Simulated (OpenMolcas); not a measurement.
# Gd²⁺ among point charges: CASSCF levels and susceptibility

Aim: the splitting of the states of Gd²⁺ in the field of 6 point charges, its lowest levels with spin-orbit coupling and its magnetic susceptibility.

Program: OpenMolcas 26.06. Level of theory: state-averaged CASSCF, spin-orbit coupling by RASSI with atomic mean-field integrals. These are calculated values, not measurements, unless marked.

### 1 Starting point

| Item | Value |
| --- | --- |
| Species | Gd²⁺ (gadolinium, Z = 64, 62 electrons) |
| Basis | ANO-RCC-VDZP [7s6p4d2f1g], 68 functions |
| Scalar Hamiltonian | DKH2, point nucleus |
| Inactive shells | 1s 2s 2p 3s 3p 3d 4s 4p 4d 5s 5p |
| Active space | 8 electrons in 7 orbitals (4f) |
| Some configurations of this space | 4f8 |
| Orbitals | optimised for the highest spin of each parity, averaged over all roots |

The outer shells:

4f8
```
4f [↑↓][↑ ][↑ ][↑ ][↑ ][↑ ][↑ ]
```

The ion sits among 6 point charges of -0.5 e arranged as a tetragonal octahedron (D4h), 2.46 Å from the ion, with the axial distance 2.731 Å.

Each step is its own input file, run in one work folder so that later steps find the files of earlier ones. Labels, J, g values, rates, χT and fits are worked out afterwards by a script from the matrices that RASSI stores. The input lists half of the charges; inversion (Group=XYZ) makes the rest.

### 2 Basis and integrals

File a.inp:

```
&GATEWAY
Coord
1

Gd 0.0 0.0 0.0
Basis=ANO-RCC-VDZP
Group=XYZ
NoMove
AngMom=0.0 0.0 0.0
AMFI
XField
3 Angstrom 0
2.460000 0.000000 0.000000 -0.500000
0.000000 2.460000 0.000000 -0.500000
0.000000 0.000000 2.730600 -0.500000
&SEWARD
```

Run with:

```
> OMP_NUM_THREADS=1 MOLCAS_MEM=2252 MOLCAS_PROJECT=a pymolcas a.inp > a.log
```

### 3 Reference wave functions, septets of even parity, 7 roots

File a.inp:

```
&RASSCF
FileOrb=start.orb
Symmetry=1
Spin=7
nActEl=8 0 0
Inactive=15 12
Ras2=0 7
CIRoot=7 7 1
SDav=7
CIMx=300
Iter=120 100
PrWF=0.3
OrbListing=Nothing
MaxOrb=0
>>> COPY $Project.JobIph JOB001
```

start.orb holds the contracted functions of the basis, ordered by shell, or the orbitals of the step before.

### 4 Reference wave functions, quintets of even parity, 140 roots

File a.inp:

```
&RASSCF
FileOrb=start.orb
Symmetry=1
Spin=5
nActEl=8 0 0
Inactive=15 12
Ras2=0 7
CIRoot=140 140 1
SDav=140
CIMx=300
Iter=120 100
PrWF=0.3
OrbListing=Nothing
MaxOrb=0
CIOnly
>>> COPY $Project.JobIph JOB002
```

### 5 Reference wave functions, triplets of even parity, 162 roots

File a.inp:

```
&RASSCF
FileOrb=start.orb
Symmetry=1
Spin=3
nActEl=8 0 0
Inactive=15 12
Ras2=0 7
CIRoot=162 162 1
SDav=588
CIMx=300
Iter=120 100
PrWF=0.3
OrbListing=Nothing
MaxOrb=0
CIOnly
>>> COPY $Project.JobIph JOB003
```

### 6 RASSI: spin-orbit coupling between the states

File a.inp:

```
&RASSI
NrOfJobIphs=3 7 77 26
1 2 3 4 5 6 7
1 2 3 4 5 6 7 8 9 10 11 12 13 14 15 16 17 18 19 20 21 22 23 24 25 26 27
28 29 30 31 32 33 34 35 36 37 38 39 40 41 42 43 44 45 46 47 48 49 50 51
52 53 54 55 56 57 58 59 60 61 62 63 64 65 66 67 68 69 70 71 72 73 74 75
76 77
1 2 3 4 5 6 7 8 9 10 11 12 13 14 15 16 17 18 19 20 21 22 23 24 25 26
IphNames
JOB001
JOB002
JOB003
EJob
SpinOrbit
DIPRint=1.0
SOCoupling=1000.0
Subsets=2
Property=9
'ANGMOM' 1 'ANGMOM' 2 'ANGMOM' 3 'MLTPL  1' 1 'MLTPL  1' 2 'MLTPL  1' 3
'AMFI' 1 'AMFI' 2 'AMFI' 3
SOProperty=3
'ANGMOM' 1 'ANGMOM' 2 'ANGMOM' 3
```

Before running it: what results should come out? Wanted: spin-free ground state; first state of the same spin within the active space; lowest level; next level.

The runs gave:

```
                                            quantity                            value
                                              method                           CASSCF
                              spin-free ground state  7B1, 1-fold in its orbital part
first state of the same spin within the active space                  7E at 57.9 cm⁻¹
                                        lowest level                        1-fold B2
                                          next level                         4.1 cm⁻¹
                                         χT at 300 K                  11.79 cm³ K/mol
                           effective moment at 300 K                          9.71 μB
```

In words: The spin-free ground state (7B1) comes to 100 % from free-ion F terms and keeps the highest spin of the shell. The quintets, triplets rest on orbitals optimised for another spin in at least one step, which raises them against the optimised states. Not all states of the active space went into the spin-orbit step. The free ion's ground configuration, as NIST lists it, lies outside this active space, so the lowest level here need not be the ground level. High states of lower spin are left out of the spin-orbit mixing, and CASSCF puts spin-flip levels too high. This is an electrostatic model: the charges have no orbitals.
